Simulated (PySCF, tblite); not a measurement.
# C6H11NSSi: geometry, infrared bands and NMR shifts

Wanted: the infrared bands and NMR shifts of C6H11NSSi (`CCS[C@@H]1CC[Si@H]1C#N`), by calculation.

Computed with tblite 0.8.0 and PySCF 2.14.0, with density-fitted response routines of our own, on a single molecule in the gas phase. Atoms count from 0, in the outputs and in this text.

### Step 1. The starting structure

20 atoms, charge 0, multiplicity 1; geometry from: force field or distance geometry start.

Bonds of the start (Å): C0–C1 1.53, C1–S2 1.81, S2–C3 1.81, C3–C4 1.54, C4–C5 1.53, C5–Si6 1.84, Si6–C7 1.82, C7–N8 1.14, Si6–C3 1.84, C0–H9 1.09, C0–H10 1.12, C0–H11 1.11, C1–H12 1.13, C1–H13 1.10, C3–H14 1.13, C4–H15 1.13, C4–H16 1.09, C5–H17 1.11, C5–H18 1.12, Si6–H19 1.45.

### Step 2. Relaxing the molecule with GFN2-xTB

The job: settings as JSON, then the geometry in Å.

```
{"job": {"kind": "relax", "xc": "GFN2-xTB", "basis": "xTB"}, "charge": 0, "multiplicity": 1}
C      3.098100     0.243900     0.193700
C      2.283500    -1.042600     0.028400
S      0.860000    -0.761100    -1.060400
C     -0.339700     0.348600    -0.287700
C     -1.058800    -0.248600     0.942100
C     -2.193900    -0.876000     0.130300
Si    -1.990200     0.485700    -1.097400
C     -2.844700     2.038600    -0.693600
N     -3.394900     3.001000    -0.436600
H      4.132400     0.023100    -0.078300
H      2.649400     1.006000    -0.497300
H      3.012500     0.531800     1.263200
H      1.908600    -1.382400     1.038900
H      2.922900    -1.797900    -0.440700
H      0.087500     1.345000     0.028700
H     -1.479900     0.611600     1.539600
H     -0.445900    -0.950600     1.513700
H     -2.000800    -1.904400    -0.240900
H     -3.172300    -0.799700     0.659900
H     -2.038800     0.138600    -2.508900
```

On the command line:

```
$ OMP_NUM_THREADS=1 python probes_run.py task.json out
```

This one command runs all jobs of the session in turn.

The log of the run:

```text
step      E/eV     max force
  0    -713.79660    3.471
  1    -714.15175    1.301
  2    -714.23205    3.929
  3    -714.35284    1.712
  4    -714.42298    0.940
  5    -714.48014    0.469
  6    -714.50579    0.512
  7    -714.52487    0.301
  8    -714.53746    0.254
  9    -714.54683    0.259
 10    -714.55344    0.198
 11    -714.55788    0.178
 12    -714.56097    0.143
 13    -714.56386    0.163
 14    -714.56663    0.128
 15    -714.56912    0.118
 16    -714.57120    0.130
 17    -714.57312    0.122
 18    -714.57525    0.141
 19    -714.57775    0.151
 20    -714.58049    0.119
 21    -714.58326    0.155
 22    -714.58600    0.149
 23    -714.58892    0.132
 24    -714.59205    0.122
 25    -714.59508    0.157
 26    -714.59791    0.165
 27    -714.60054    0.151
 28    -714.60276    0.149
 29    -714.60448    0.095
 30    -714.60583    0.092
 31    -714.60712    0.084
 32    -714.60868    0.108
 33    -714.61055    0.112
 34    -714.61244    0.093
 35    -714.61417    0.106
 36    -714.61585    0.105
 37    -714.61777    0.122
 38    -714.62012    0.124
 39    -714.62286    0.115
 40    -714.62578    0.114
 41    -714.62870    0.152
 42    -714.63188    0.151
 43    -714.63571    0.153
 44    -714.62095    0.590
 45    -714.64144    0.136
 46    -714.64399    0.124
 47    -714.65070    0.220
 48    -714.65371    0.141
 49    -714.65885    0.131
 50    -714.66757    0.183
 51    -714.67623    0.190
 52    -714.68115    0.186
 53    -714.68760    0.205
 54    -714.69151    0.216
 55    -714.69818    0.176
 56    -714.70348    0.147
 57    -714.70700    0.132
 58    -714.70863    0.101
 59    -714.71043    0.089
 60    -714.71216    0.105
 61    -714.71399    0.132
 62    -714.71624    0.126
 63    -714.71772    0.145
 64    -714.71972    0.083
 65    -714.72120    0.088
 66    -714.72287    0.082
 67    -714.72414    0.061
 68    -714.72485    0.045
 69    -714.72543    0.051
 70    -714.72599    0.057
 71    -714.72647    0.043
 72    -714.72680    0.034
 73    -714.72705    0.033
 74    -714.72730    0.037
 75    -714.72755    0.035
 76    -714.72776    0.028
 77    -714.72791    0.033
 78    -714.72806    0.030
 79    -714.72825    0.032
 80    -714.72849    0.035
 81    -714.72870    0.033
 82    -714.72887    0.029
 83    -714.72902    0.027
 84    -714.72920    0.031
 85    -714.72943    0.031
 86    -714.72973    0.036
 87    -714.73004    0.036
 88    -714.73035    0.039
 89    -714.73063    0.040
 90    -714.73098    0.041
 91    -714.73148    0.054
 92    -714.73205    0.065
 93    -714.73250    0.046
 94    -714.73279    0.043
 95    -714.73301    0.030
 96    -714.73321    0.032
 97    -714.73335    0.025
 98    -714.73342    0.029
 99    -714.73346    0.012
100    -714.73349    0.014
101    -714.73353    0.021
102    -714.73357    0.022
103    -714.73362    0.013
104    -714.73367    0.019
105    -714.73373    0.021
106    -714.73380    0.020
107    -714.73389    0.023
108    -714.73398    0.039
109    -714.73407    0.049
110    -714.73416    0.022
111    -714.73425    0.020
112    -714.73434    0.025
113    -714.73450    0.028
114    -714.73466    0.027
115    -714.73479    0.024
116    -714.73490    0.026
117    -714.73503    0.029
118    -714.73520    0.032
119    -714.73528    0.034
120    -714.73547    0.025
121    -714.73554    0.025
122    -714.73564    0.021
123    -714.73574    0.022
124    -714.73589    0.026
125    -714.73599    0.021
126    -714.73606    0.019
127    -714.73611    0.014
128    -714.73615    0.013
129    -714.73619    0.013
130    -714.73621    0.011
131    -714.73624    0.011
132    -714.73625    0.011
133    -714.73627    0.010
134    -714.73629    0.011
135    -714.73632    0.016
136    -714.73635    0.016
137    -714.73639    0.015
138    -714.73643    0.017
139    -714.73647    0.018
140    -714.73653    0.020
141    -714.73660    0.020
142    -714.73665    0.016
143    -714.73670    0.013
144    -714.73674    0.016
145    -714.73678    0.016
146    -714.73681    0.011
147    -714.73682    0.005
```

Wall time 2.3 s (1 thread of Arm Neoverse N1, shared host); peak memory 0.18 GiB.

Along the way: (not every step is listed)

| step | energy from step 0 (eV) | largest force (eV/Å) |
| --- | --- | --- |
| 0 | 0.0000 | 3.4708 |
| 1 | -0.3551 | 1.3011 |
| 2 | -0.4354 | 3.9285 |
| 3 | -0.5562 | 1.7119 |
| 4 | -0.6264 | 0.9400 |
| 5 | -0.6835 | 0.4693 |
| 6 | -0.7092 | 0.5118 |
| 7 | -0.7283 | 0.3008 |
| 8 | -0.7409 | 0.2543 |
| 21 | -0.7867 | 0.1551 |
| 34 | -0.8158 | 0.0925 |
| 47 | -0.8541 | 0.2200 |
| 60 | -0.9156 | 0.1052 |
| 73 | -0.9304 | 0.0333 |
| 86 | -0.9331 | 0.0364 |
| 99 | -0.9369 | 0.0118 |
| 112 | -0.9377 | 0.0255 |
| 125 | -0.9394 | 0.0205 |
| 138 | -0.9398 | 0.0168 |
| 142 | -0.9401 | 0.0158 |
| 143 | -0.9401 | 0.0130 |
| 144 | -0.9401 | 0.0157 |
| 145 | -0.9402 | 0.0161 |
| 146 | -0.9402 | 0.0108 |
| 147 | -0.9402 | 0.0055 |

Distances of close pairs at the start and the end, largest changes first:

| bond | before (Å) | after (Å) | change (Å) |
| --- | --- | --- | --- |
| C3–Si6 | 1.844 | 1.921 | +0.077 |
| C5–Si6 | 1.845 | 1.914 | +0.069 |
| Si6–C7 | 1.818 | 1.866 | +0.048 |
| C1–H12 | 1.130 | 1.090 | -0.040 |
| C3–H14 | 1.129 | 1.089 | -0.040 |
| C4–H15 | 1.129 | 1.090 | -0.039 |
| C0–H10 | 1.122 | 1.088 | -0.035 |
| C5–H18 | 1.115 | 1.089 | -0.027 |

The final coordinates are the input of the step that follows.

### Step 3. Harmonic vibrations with GFN2-xTB

The job: settings as JSON, then the geometry in Å.

```
{"job": {"kind": "ir", "xc": "GFN2-xTB", "basis": "xTB"}, "charge": 0, "multiplicity": 1}
C      3.057075     0.540233     0.183052
C      2.328690    -0.772769    -0.029095
S      0.956460    -0.630086    -1.229407
C     -0.337787     0.099738    -0.180899
C     -1.000540    -0.883672     0.804301
C     -2.486623    -0.678124     0.437413
Si    -2.013695     0.403473    -1.069031
C     -2.585317     2.176826    -0.960231
N     -2.947440     3.260589    -0.880760
H      3.885120     0.397550     0.875158
H      3.449464     0.909654    -0.761778
H      2.390931     1.294999     0.597076
H      1.908455    -1.159313     0.899438
H      2.994572    -1.521508    -0.457338
H      0.100122     0.969512     0.307408
H     -0.779159    -0.656607     1.846935
H     -0.682951    -1.905481     0.598558
H     -3.014036    -1.606341     0.232775
H     -3.037394    -0.155473     1.217535
H     -2.191096    -0.072522    -2.434144
```

The log of the run:

```text
mode    cm-1     km/mol
  1      30.4      1.98
  2      36.6      2.71
  3      69.1      1.77
  4      90.1      8.83
  5      96.9      2.66
  6     145.9      6.17
  7     192.0      3.22
  8     226.5      0.20
  9     296.9      1.57
 10     314.0      1.58
 11     327.6      3.05
 12     337.0      2.38
 13     469.6      9.03
 14     521.6    101.02
 15     594.6     39.79
 16     617.5     37.13
 17     665.4     88.91
 18     674.5      0.71
 19     700.9     56.29
 20     743.2    101.94
 21     786.5     13.45
 22     846.3     21.00
 23     893.0     34.23
 24     985.7      4.61
 25    1013.8      7.14
 26    1022.3      2.14
 27    1031.4      0.18
 28    1057.7      1.09
 29    1076.7      1.62
 30    1100.6      2.99
 31    1176.7      4.15
 32    1199.6      4.51
 33    1218.1      7.04
 34    1229.1      1.00
 35    1254.3     26.46
 36    1281.6      0.43
 37    1407.5      5.42
 38    1446.9      0.91
 39    1457.8      1.78
 40    1482.0      2.18
 41    1490.9      5.14
 42    1495.2      1.67
 43    2325.0    237.59
 44    2348.8     40.37
 45    2956.4     12.61
 46    2982.5      9.01
 47    2985.7     18.68
 48    2998.6      8.58
 49    3000.4     18.22
 50    3005.2     47.34
 51    3019.3     23.74
 52    3020.0     43.22
 53    3028.2     26.71
 54    3041.4     16.38
```

It took 1.6 s on 1 thread of Arm Neoverse N1, shared host; peak memory 0.18 GiB.

Which atoms move in the most intense modes:

| cm⁻¹ | km/mol | atoms |
| --- | --- | --- |
| 522 | 101.0 | H19 80 % |
| 665 | 88.9 | Si6 35 % |
| 701 | 56.3 | H18 28 %, C5 24 %, H17 12 %, Si6 11 % |
| 743 | 101.9 | Si6 28 %, C5 23 %, C3 17 %, H17 15 % |
| 2325 | 237.6 | H19 96 % |
| 2349 | 40.4 | C7 57 %, N8 42 % |
| 3005 | 47.3 | H18 64 %, H16 23 % |
| 3020 | 43.2 | H9 78 %, H11 11 % |

### Step 4. Nuclear shieldings: PBE0/pcSseg-1

Same as in step 3 but for these lines:

```diff
@@ -1,2 +1,2 @@
-{"job": {"kind": "ir", "xc": "GFN2-xTB", "basis": "xTB"}, "charge": 0, "multiplicity": 1}
+{"job": {"kind": "nmr", "xc": "PBE0", "basis": "pcSseg-1"}, "charge": 0, "multiplicity": 1}
 C      3.057075     0.540233     0.183052
```

Method: GIAO PBE0/pcSseg-1 NMR shielding, non-relativistic, gas phase.

The log of the run:

```text
coarse grid: 17648 points
cycle   1  E = -976.8674814079  dE =  9.168e-01  |g| = 5.141e-01  |ddm| = 4.134e+00
cycle   2  E = -976.7598632498  dE =  1.076e-01  |g| = 8.645e-01  |ddm| = 1.079e+00
cycle   3  E = -976.9296327475  dE = -1.698e-01  |g| = 2.121e-01  |ddm| = 6.520e-01
cycle   4  E = -976.9390970264  dE = -9.464e-03  |g| = 4.833e-02  |ddm| = 1.523e-01
cycle   5  E = -976.9395715233  dE = -4.745e-04  |g| = 1.779e-02  |ddm| = 5.757e-02
cycle   6  E = -976.9396550537  dE = -8.353e-05  |g| = 3.735e-03  |ddm| = 2.385e-02
cycle   7  E = -976.9396578995  dE = -2.846e-06  |g| = 1.365e-03  |ddm| = 4.505e-03
final grid: 161008 points
cycle   8  E = -976.9958327010  dE = -3.663e-05  |g| = 9.882e-03  |ddm| = 3.190e-02
cycle   9  E = -976.9958131456  dE =  1.956e-05  |g| = 1.317e-02  |ddm| = 1.959e-02
cycle  10  E = -976.9958566617  dE = -4.352e-05  |g| = 1.572e-03  |ddm| = 1.235e-02
cycle  11  E = -976.9958571490  dE = -4.873e-07  |g| = 6.870e-04  |ddm| = 1.393e-03
cycle  12  E = -976.9958572466  dE = -9.761e-08  |g| = 1.563e-04  |ddm| = 5.179e-04
cycle  13  E = -976.9958572519  dE = -5.284e-09  |g| = 4.732e-05  |ddm| = 1.594e-04
cycle  14  E = -976.9958572525  dE = -5.311e-10  |g| = 1.541e-05  |ddm| = 6.237e-05
converged SCF energy = -976.9958572525

GIAO shielding tensors (ppm)
atom      isotropic    diamagn.    paramagn.     s11        s22        s33       span
  0 C      170.785     247.625     -76.840    148.644    176.695    187.016     38.372
  1 C      153.952     252.753     -98.800    140.621    148.628    172.607     31.986
  2 S      427.466    1058.769    -631.303    282.174    411.255    588.970    306.797
  3 C      153.550     255.292    -101.742    125.539    161.203    173.908     48.369
  4 C      151.488     251.943    -100.455    120.486    152.513    181.464     60.978
  5 C      175.506     255.989     -80.483    155.830    177.172    193.517     37.687
  6 Si     382.572     879.483    -496.911    333.376    392.234    422.107     88.732
  7 C       62.269     261.843    -199.573    -51.584    -51.373    289.765    341.349
  8 N     -101.242     337.151    -438.393   -294.370   -289.808    280.452    574.822
  9 H       30.408      27.868       2.539     25.299     27.276     38.648     13.350
 10 H       30.550      29.495       1.056     26.370     28.489     36.791     10.422
 11 H       30.260      31.587      -1.327     25.149     30.962     34.669      9.520
 12 H       29.364      33.469      -4.105     23.726     30.204     34.163     10.437
 13 H       29.385      31.254      -1.869     22.933     28.245     36.976     14.044
 14 H       28.403      35.041      -6.638     23.156     30.543     31.511      8.355
 15 H       28.683      33.146      -4.463     23.964     28.242     33.844      9.880
 16 H       29.450      33.260      -3.809     24.883     30.497     32.970      8.087
 17 H       30.027      29.191       0.836     25.468     27.358     37.255     11.787
 18 H       29.871      29.936      -0.065     26.451     27.059     36.104      9.653
 19 H       26.831      27.651      -0.819     23.510     25.625     31.359      7.849
```

Wall time 76 s (1 thread of Arm Neoverse N1, shared host); peak memory 0.93 GiB.

The references, computed at this level on geometries of the same kind, shield at (ppm): ¹H TMS 31.72, ¹³C TMS 186.9, ²⁹Si TMS 349.2, ¹⁵N NH3 267.7, ³³S CS2 504. Their shielding less the atom's gives the shift. The references are single molecules in the gas phase, so shifts against H2O, NH3, PH3, H3PO4 or CFCl3 are not on the usual liquid scales and can be off by tens of ppm. Atoms listed in one row are averaged.

| atoms | environment | σ (ppm) | δ (ppm) | δ scaled to CDCl3 |
| --- | --- | --- | --- | --- |
| C7 | nitrile carbon | 62.3 | 124.7 | 119.7 |
| C4 | sp3 CH2 in a ring | 151.5 | 35.4 | 32.7 |
| C3 | sp3 CH bonded to S and Si | 153.5 | 33.4 | 26.2 |
| C1 | sp3 CH2 bonded to S | 154.0 | 33.0 | 25.9 |
| C0 | methyl carbon | 170.8 | 16.1 | 13.8 |
| C5 | sp3 CH2 bonded to Si | 175.5 | 11.4 | 9.2 |
| H19 | hydrogen on a silicon bonded to 3 C, in a 4-membered ring | 26.83 | 4.89 | – |
| H14 | hydrogen on an sp3 CH bonded to S and Si | 28.40 | 3.31 | 3.23 |
| H15 | hydrogen on an sp3 CH2 in a ring | 28.68 | 3.03 | 2.97 |
| H12 | hydrogen on an sp3 CH2 bonded to S | 29.36 | 2.35 | 2.32 |
| H13 | hydrogen on an sp3 CH2 bonded to S | 29.38 | 2.33 | 2.30 |
| H16 | hydrogen on an sp3 CH2 in a ring | 29.45 | 2.27 | 2.24 |
| H18 | hydrogen on an sp3 CH2 bonded to Si | 29.87 | 1.85 | 1.85 |
| H17 | hydrogen on an sp3 CH2 bonded to Si | 30.03 | 1.69 | 1.70 |
| H9, H10, H11 | hydrogen on a methyl carbon | 30.41 | 1.31 | 1.34 |
| S2 | sulfide sulfur | 427 | 76 | – |
| Si6 | silicon bonded to 3 C, H, in a 4-membered ring | 382.6 | -33.4 | – |
| N8 | nitrile nitrogen | -101.2 | 369.0 | – |

The scaled column applies a straight-line fit of computed shieldings to shifts measured in CDCl3, with any fitted terms for Cl, Br or S neighbours (root-mean-square error 0.16 ppm for H, 1.9 ppm for C).

The run also stored atomic charges by several schemes (e):

| atoms | Mulliken | IAO | Hirshfeld | ESP fit |
| --- | --- | --- | --- | --- |
| C0 | -0.26 | -0.42 | -0.12 | -0.27 |
| C1 | -0.37 | -0.33 | -0.07 | 0.25 |
| S2 | 0.01 | 0.06 | -0.01 | -0.33 |
| C3 | -0.66 | -0.46 | -0.12 | -0.31 |
| C4 | -0.15 | -0.26 | -0.08 | 0.31 |
| C5 | -0.53 | -0.54 | -0.15 | -0.55 |
| Si6 | 0.93 | 0.89 | 0.41 | 0.55 |
| C7 | -0.20 | -0.16 | -0.03 | 0.12 |
| N8 | -0.20 | -0.19 | -0.20 | -0.36 |

Mayer bond orders: C0–C1 1.03, C1–S2 0.99, S2–C3 1.01, C3–C4 0.94, C4–C5 1.01, C5–Si6 0.95, Si6–C7 0.83, C7–N8 2.92, Si6–C3 0.86.

Ring of atoms C3, C4, C5, Si6: NICS(0) 0.9, NICS(1) -0.6, NICS(1)zz 5.2 ppm (means of both faces).

### Step 5. What came out

```
                                                              quantity                                                     value
                             strongest single infrared mode (GFN2-xTB)                                     2325 cm⁻¹, 238 km/mol
                                          zero-point energy (GFN2-xTB)                                             96.9 kcal/mol
                                ¹³C shifts against TMS (PBE0/pcSseg-1)                   124.7, 35.4, 33.4, 33.0, 16.1, 11.4 ppm
¹H shifts against TMS (PBE0/pcSseg-1, means over atoms taken as alike)  4.89, 3.31, 3.03, 2.35, 2.33, 2.27, 1.85, 1.69, 1.31 ppm
                                ³³S shifts against CS2 (PBE0/pcSseg-1)                                                    76 ppm
                               ²⁹Si shifts against TMS (PBE0/pcSseg-1)                                                 -33.4 ppm
                                ¹⁵N shifts against NH3 (PBE0/pcSseg-1)                                                 369.0 ppm
```

Over 147 steps the energy fell by 0.940 eV; of the close pairs, C3–Si6 changed most, 1.844 to 1.921 Å. No mode is imaginary among the 54: a minimum at this level. The strongest single mode, at 2325 cm⁻¹, moves mainly H19. Unscaled tight-binding wavenumbers are off by several per cent, some by more. Its intensities can rank the bands wrongly. C7 (nitrile carbon) lies farthest downfield among carbon, at 124.7 ppm; typical of a nitrile. At PBE0/pcSseg-1: Shielding is most anisotropic at N8 (span 575 ppm, paramagnetic term -438 ppm).
